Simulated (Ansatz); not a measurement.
# Au: the cost of one run

Computed with Ansatz 0.2.0 (DFT PBE, scalar-relativistic, plane waves, PAW, unless a step's input says otherwise).

**1. The starting structure**

The structure is cubic, space group Fm-3m (No. 225). The conventional cell has a = 4.080 Å, b = 4.080 Å, c = 4.080 Å, α = 90.00°, β = 90.00°, γ = 90.00°. Around Au (site symmetry m-3m) lie 12 Au at 2.88 Å.

Coordinates:

```cif
data_structure
_symmetry_space_group_name_H-M 'P 1'
_symmetry_Int_Tables_number 1
_cell_length_a 2.8850
_cell_length_b 2.8850
_cell_length_c 2.8850
_cell_angle_alpha 60.000
_cell_angle_beta 60.000
_cell_angle_gamma 60.000
_cell_volume 16.98
loop_
_atom_site_label
_atom_site_type_symbol
_atom_site_fract_x
_atom_site_fract_y
_atom_site_fract_z
_atom_site_occupancy
Au1 Au 0.00000 0.00000 0.00000 1
```

**2. Relaxing cell and atoms: Au, no spin**

Contents of input.yaml:

```yaml
crystal:
  lattice:
    - [0.0, 2.04, 2.04]
    - [2.04, 0.0, 2.04]
    - [2.04, 2.04, 0.0]
  atoms:
    - { symbol: Au, position: [0.0, 0.0, 0.0] }
scf:
  occupations: { method: gaussian, width: 0.1 }
output:
  forces: true
  stress: true
  eigenvalues: true
  write_density: true
  write_potential: true
  elf: true
  volumetric_format: npy
kpoints:
  mp_grid: { grid: [34, 34, 34] }
hamiltonian:
  xc: pbe
relax:
  f_tol: 0.003
  max_steps: 60
  cell: { stress_tol: 0.02 }
```

Command:

```sh
$ ansatz run input.yaml --threads 8 --pin off --max-ram 24576MiB --backend cpu --events-out ev --progress --plain --runs-dir out
```

**Question.** How long does this run take on 8 threads of Intel Xeon 6975P-C (Granite Rapids), shared host, and how much memory does it need?

About 6.8 s, with a peak of 0.61 GiB.
